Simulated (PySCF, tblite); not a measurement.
# C₆H₈OP₂: geometry, infrared bands and NMR shifts

What infrared bands and NMR shifts should C₆H₈OP₂ (`COc1pccc(C)p1`) show?

The runs use tblite 0.8.0 and PySCF 2.14.0, with density-fitted response routines of our own; the level of theory stands in each step. All values are computed, except where a source is named. Atoms count from 0, in the outputs and in this text.

### Step 1. Starting geometry

17 atoms, charge 0, multiplicity 1; geometry from: force field or distance geometry start.

Bonds of the start (Å): C0–O1 1.40, O1–C2 1.36, C2–P3 1.72, P3–C4 1.74, C4–C5 1.38, C5–C6 1.38, C6–C7 1.50, C6–P8 1.74, P8–C2 1.73, C0–H9 1.11, C0–H10 1.13, C0–H11 1.10, C4–H12 1.09, C5–H13 1.09, C7–H14 1.11, C7–H15 1.10, C7–H16 1.13.

### Step 2. Relaxing the molecule with GFN2-xTB

The job: settings as JSON, then the geometry in Å.

```
{"job": {"kind": "relax", "xc": "GFN2-xTB", "basis": "xTB"}, "charge": 0, "multiplicity": 1}
C      3.542500     0.178300     0.004500
O      2.534100     1.116200     0.231800
C      1.341100     0.472100     0.248000
P      1.074600    -1.205400    -0.012800
C     -0.562200    -1.778400     0.055300
C     -1.674400    -0.988700     0.268500
C     -1.613900     0.372500     0.480600
C     -2.890500     1.129200     0.721700
P     -0.150700     1.314800     0.510700
H      3.931500    -0.296100     0.934800
H      3.086900    -0.609200    -0.667600
H      4.391800     0.693800    -0.470400
H     -0.713100    -2.844000    -0.100900
H     -2.675400    -1.428000     0.285900
H     -3.596900     0.548500     1.343900
H     -2.685700     2.139100     1.113500
H     -3.346500     1.197400    -0.307800
```

On the command line:

```console
$ OMP_NUM_THREADS=1 python probes_run.py task.json out
```

One launch serves the whole session: the jobs run in the order shown.

**Question.** This job is followed by: GFN2-xTB harmonic vibrations, gas phase; GIAO PBE0/pcSseg-1 NMR shielding, non-relativistic, gas phase. Predict these results of the whole session: strongest single infrared mode (GFN2-xTB); zero-point energy (GFN2-xTB); 13C shifts against TMS (PBE0/pcSseg-1); 1H shifts against TMS (PBE0/pcSseg-1, means over atoms taken as alike); 17O shifts against H2O (PBE0/pcSseg-1); 31P shifts against H3PO4 (PBE0/pcSseg-1).

**Answer**, as computed:

| quantity | value |
| --- | --- |
| strongest single infrared mode (GFN2-xTB) | 1186 cm⁻¹, 187 km/mol |
| zero-point energy (GFN2-xTB) | 78.1 kcal/mol |
| 13C shifts against TMS (PBE0/pcSseg-1) | 244.8, 184.6, 158.9, 136.4, 60.3, 29.1 ppm |
| 1H shifts against TMS (PBE0/pcSseg-1, means over atoms taken as alike) | 9.04, 8.11, 4.24, 2.91 ppm |
| 17O shifts against H2O (PBE0/pcSseg-1) | 188.8 ppm |
| 31P shifts against H3PO4 (PBE0/pcSseg-1) | 205.9, 148.2 ppm |

Relaxing lowered the energy by 1.174 eV in 98 steps; the close pair that moved most is C7–H16, from 1.128 to 1.090 Å. All 45 modes are real, so the xTB geometry is a minimum. The strongest single mode, at 1186 cm⁻¹, is carried by O1, C2, H11. GFN2-xTB is a fitted tight-binding method: band positions and strengths are rough. Its intensities can rank the bands wrongly. At PBE0/pcSseg-1: The widest tensor belongs to P3: span 618 ppm, with a paramagnetic part of -800 ppm. NICS(1)zz of -23 ppm above the planar ring from C2 marks a diatropic (aromatic) ring current.
